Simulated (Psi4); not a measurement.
**CCSD(T)/def2-SVP (core potential) run of ZrCl4 (zirconium tetrachloride)**

What is the energy change on altering one bond length of ZrCl4 (zirconium tetrachloride) at CCSD(T)/def2-SVP (core potential)? 

Program for the calculation: Psi4 1.11.

4 further runs of the same task are left out: 4 that didn't finish.

**1. The molecule**

ZrCl4: 5 atoms, total charge 0, spin state singlet. SMILES: `Cl[Zr](Cl)(Cl)Cl`. Geometry: relaxed at PBE0-D4/def2-TZVP.

Bond lengths: Cl1–Zr2 2.316 Å, Zr2–Cl3 2.316 Å, Zr2–Cl4 2.316 Å, Zr2–Cl5 2.316 Å. Angles: Cl1–Zr2–Cl3 109.5°, Cl1–Zr2–Cl4 109.5°, Cl1–Zr2–Cl5 109.5°, Cl3–Zr2–Cl4 109.5°, Cl3–Zr2–Cl5 109.5°, Cl4–Zr2–Cl5 109.5°.

**2. A single-point energy at CCSD(T)/def2-SVP (core potential)**

File input.in:

```
memory 2200 mb

molecule {
  0 1
  Cl
  Zr 1 R2
  Cl 2 R3 1 A3
  Cl 2 R4 1 A4 3 D4
  Cl 2 R5 4 A5 1 D5

  R2 = 2.315985
  R3 = 2.316005
  A3 = 109.47151
  R4 = 2.315974
  A4 = 109.46869
  D4 = 119.99964
  R5 = 2.315995
  A5 = 109.47064
  D5 = -119.9973
  symmetry c1
  no_reorient
  no_com
}

set puream true
set e_convergence 1e-09
set d_convergence 1e-08
set scf_type pk
set num_frozen_docc 20

E, wfn = energy("ccsd(t)/def2-SVP", return_wfn=True)
print_variables()
```

Launch:

```bash
psi4 input.in input.out -n 1
```

input.out:

```text
[...]
    !!!  WARNING: ECP capability is in beta. Please check occupations closely.  !!!
[...]
  Running in c1 symmetry.
[...]
  Nuclear repulsion =  429.068150233988888
[...]
  Multiplicity = 1
[...]
  Nalpha       = 40
  Nbeta        = 40
[...]
    Number of basis functions: 103
[...]
   @RHF iter   1: -1884.13427796121073   -8.24431e-01   4.15696e-03 DIIS/ADIIS
[...]
   @RHF iter  12: -1884.28659231374331   -8.64020e-12   6.02751e-09 DIIS
[...]
    Orbital Energies [Eh]
    ---------------------
    Doubly Occupied:
       1A   -104.813950     2A   -104.813911     3A   -104.813909
       4A   -104.813909     5A    -10.578502     6A    -10.578499
       7A    -10.578498     8A    -10.578497     9A     -8.052343
      10A     -8.052330    11A     -8.052329    12A     -8.052328
      13A     -8.050632    14A     -8.050632    15A     -8.050622
      16A     -8.050622    17A     -8.050621    18A     -8.050613
      19A     -8.050613    20A     -8.050612    21A     -2.680659
      22A     -1.657299    23A     -1.657298    24A     -1.657298
      25A     -1.105470    26A     -1.090460    27A     -1.090458
      28A     -1.090457    29A     -0.551035    30A     -0.542995
      31A     -0.542993    32A     -0.542991    33A     -0.524012
      34A     -0.524012    35A     -0.503842    36A     -0.503841
[...]
  @RHF Final Energy: -1884.28659231374331
   => Energetics <=
    Nuclear Repulsion Energy =            429.0681502339888880
    One-Electron Energy =               -3473.9345304714120175
    Two-Electron Energy =                1160.5797879236797598
    Total Energy =                      -1884.2865923137433128
[...]
 Multipole Moments:
 ------------------------------------------------------------------------------------
     Multipole            Electronic (a.u.)      Nuclear  (a.u.)        Total (a.u.)
 ------------------------------------------------------------------------------------
 L = 1.  Multiply by 2.5417464519 to convert [e a0] to [Debye]
 Dipole X            :         -0.0006408            0.0006308           -0.0000100
 Dipole Y            :         -0.0008756            0.0008546           -0.0000211
 Dipole Z            :          0.0009995           -0.0009466            0.0000529
 Magnitude           :                                                    0.0000578
[...]
      * MP2 total energy                      = -1885.054951797153535
[...]
      * CCSD total energy                     = -1885.090667503858185
[...]
      * CCSD(T) total energy                  = -1885.117312008262843
[...]
```

It took 1.7 min on 1 thread of Intel Xeon Platinum 8259CL at 2.50GHz (Skylake/Cascade Lake), shared host; peak memory 0.8 GiB.

**3. The distorted shape, same level**

File input.inp:

```
memory 2.2 GB

molecule mol {
  0 1
  Cl     0.202322    -0.166283     2.439708
  Zr     0.312312     0.064517     0.137878
  Cl     1.857692    -1.434703    -0.715362
  Cl    -2.081750    -0.430080    -0.919260
  Cl     0.958572     2.224627    -0.391372
  units angstrom
  symmetry c1
}

set {
  basis           def2-SVP
  reference       rhf
  puream          true
  e_convergence   1e-09
  d_convergence   1e-08
  scf_type        pk
  num_frozen_docc 20
}

e_tot, wfn = energy("ccsd(t)", return_wfn=True)
print_variables()
```

Launch:

```bash
psi4 -i input.inp -o input.out -n 1
```

input.out:

```text
[...]
    !!!  WARNING: ECP capability is in beta. Please check occupations closely.  !!!
[...]
  Running in c1 symmetry.
[...]
  Nuclear repulsion =  414.386544987626962
[...]
  Multiplicity = 1
[...]
  Nalpha       = 40
  Nbeta        = 40
[...]
    Number of basis functions: 103
[...]
   @RHF iter   1: -1884.09961307011804   -9.25992e-01   4.35590e-03 DIIS/ADIIS
[...]
   @RHF iter  12: -1884.26781585449953   -1.95541e-11   8.33608e-09 DIIS
[...]
    Orbital Energies [Eh]
    ---------------------
    Doubly Occupied:
       1A   -104.829407     2A   -104.829377     3A   -104.829376
       4A   -104.776454     5A    -10.593752     6A    -10.593750
       7A    -10.593749     8A    -10.535689     9A     -8.067552
      10A     -8.067542    11A     -8.067541    12A     -8.065834
      13A     -8.065833    14A     -8.065832    15A     -8.065801
      16A     -8.065800    17A     -8.065789    18A     -8.009682
      19A     -8.008283    20A     -8.008283    21A     -2.707012
      22A     -1.682788    23A     -1.682787    24A     -1.672488
      25A     -1.115741    26A     -1.104417    27A     -1.104416
      28A     -1.040408    29A     -0.563088    30A     -0.556532
      31A     -0.556529    32A     -0.530903    33A     -0.530901
      34A     -0.521185    35A     -0.504544    36A     -0.504543
[...]
  @RHF Final Energy: -1884.26781585449953
   => Energetics <=
    Nuclear Repulsion Energy =            414.3865449876269622
    One-Electron Energy =               -3444.4116956000480059
    Two-Electron Energy =                1145.7573347579213987
    Total Energy =                      -1884.2678158544995313
[...]
 Multipole Moments:
 ------------------------------------------------------------------------------------
     Multipole            Electronic (a.u.)      Nuclear  (a.u.)        Total (a.u.)
 ------------------------------------------------------------------------------------
 L = 1.  Multiply by 2.5417464519 to convert [e a0] to [Debye]
 Dipole X            :          3.6088338           -2.8487163            0.7601175
 Dipole Y            :          0.7452323           -0.5882045            0.1570278
 Dipole Z            :          1.5920903           -1.2565055            0.3355848
 Magnitude           :                                                    0.8456084
[...]
      * MP2 total energy                      = -1885.030487912358012
[...]
      * CCSD total energy                     = -1885.067756290279931
[...]
      * CCSD(T) total energy                  = -1885.095107975417022
[...]
```

Wall time 1.9 min (1 thread of Intel Xeon Platinum 8259CL at 2.50GHz (Skylake/Cascade Lake), shared host); peak memory 0.79 GiB.

**4. Outcome**

At CCSD(T)/def2-SVP (core potential), 20 core orbitals frozen:

| quantity | value |
| --- | --- |
| first shape: total energy | -1885.11731 Eh |
| first shape: HOMO energy (Hartree–Fock orbitals) | -13.01 eV |
| first shape: LUMO energy (Hartree–Fock orbitals) | 1.03 eV |
| first shape: HOMO–LUMO gap (Hartree–Fock orbitals) | 14.04 eV |
| first shape: correlation energy (20 core orbitals frozen) | -830.7 mEh |
| first shape: (T) correction | -26.64 mEh |
| first shape: T1 diagnostic | 0.016 |
| distorted shape: total energy | -1885.09511 Eh |
| distorted shape: HOMO energy (Hartree–Fock orbitals) | -12.12 eV |
| distorted shape: LUMO energy (Hartree–Fock orbitals) | 0.36 eV |
| distorted shape: HOMO–LUMO gap (Hartree–Fock orbitals) | 12.48 eV |
| distorted shape: correlation energy (20 core orbitals frozen) | -827.3 mEh |
| distorted shape: (T) correction | -27.35 mEh |
| distorted shape: T1 diagnostic | 0.018 |
| energy change with the Zr2–Cl4 bond stretched from 2.316 to 2.663 Å | 0.604 eV |

In words: With the Zr2–Cl4 bond stretched from 2.316 to 2.663 Å the energy rises by 0.60 eV (13.9 kcal/mol). The first shape isn't relaxed at this level, so the change isn't measured from a minimum. The triples (first shape) make up 3.2 % of the correlation energy. The triples (distorted shape) make up 3.3 % of the correlation energy.
